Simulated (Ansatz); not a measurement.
# Al2Cu: the cost of one run

Computed with Ansatz 0.2.0 (DFT PBEsol, scalar-relativistic, plane waves, PAW, unless a step's input says otherwise).

1 further run of the same task is left out (set aside as unsound or not needed).

### Step 1. The structure to begin with

The structure is tetragonal, space group I4/mcm (No. 140). The conventional cell has a = 5.993 Å, b = 5.993 Å, c = 4.828 Å, α = 90.00°, β = 90.00°, γ = 90.00°. Around Al (site symmetry m2m) lie 4 Cu at 2.56 Å and 3 Al at 2.70 to 2.86 Å. Cu (site symmetry 422) is surrounded by 2 Cu at 2.41 Å and 8 Al at 2.56 Å.

Structure file:

```cif
data_structure
_symmetry_space_group_name_H-M 'I4/mcm'
_symmetry_Int_Tables_number 140
_cell_length_a 5.9931
_cell_length_b 5.9931
_cell_length_c 4.8278
_cell_angle_alpha 90.000
_cell_angle_beta 90.000
_cell_angle_gamma 90.000
_cell_volume 173.40
loop_
_atom_site_label
_atom_site_type_symbol
_atom_site_symmetry_multiplicity
_atom_site_Wyckoff_symbol
_atom_site_fract_x
_atom_site_fract_y
_atom_site_fract_z
_atom_site_occupancy
Al1 Al 8 h 0.15932 0.65932 0.00000 1
Cu1 Cu 4 a 0.00000 0.00000 0.25000 1
```

It is the result of an earlier relaxation at this level (volume 14.45 Å³/atom; gap on the mesh: none (metal)).

### Step 2. The reference: the undisturbed cell on the scan's mesh

input.yaml

```yaml
crystal:
  lattice:
    - [-2.9965506916, 2.9965506916, 2.4139243091]
    - [2.9965506916, -2.9965506916, 2.4139243091]
    - [2.9965506916, 2.9965506916, -2.4139243091]
  atoms:
    - { symbol: Al, position: [0.1593199577, 0.6593199577, 0.8186399154] }
    - { symbol: Al, position: [0.6593199577, 0.8406800423, 0.5] }
    - { symbol: Al, position: [0.8406800423, 0.3406800423, 0.1813600846] }
    - { symbol: Al, position: [0.3406800423, 0.1593199577, 0.5] }
    - { symbol: Cu, position: [0.75, 0.75, 0.0] }
    - { symbol: Cu, position: [0.25, 0.25, 0.0] }
basis:
  ecutwfc: 420
kpoints:
  mp_grid: { grid: [10, 10, 10] }
hamiltonian:
  xc: pbesol
scf:
  occupations: { method: gaussian, width: 0.15 }
output:
  forces: true
  stress: true
  eigenvalues: true
```

Launch:

```sh
$ ansatz run input.yaml --threads 2 --pin off --max-ram 5120MiB --backend cpu --events-out ev --progress --plain --runs-dir out
```

Q: Estimate wall time and peak memory on 2 threads of AMD EPYC 7R43 (Zen 3), shared host.

About 6 s, with a peak of 0.56 GiB.
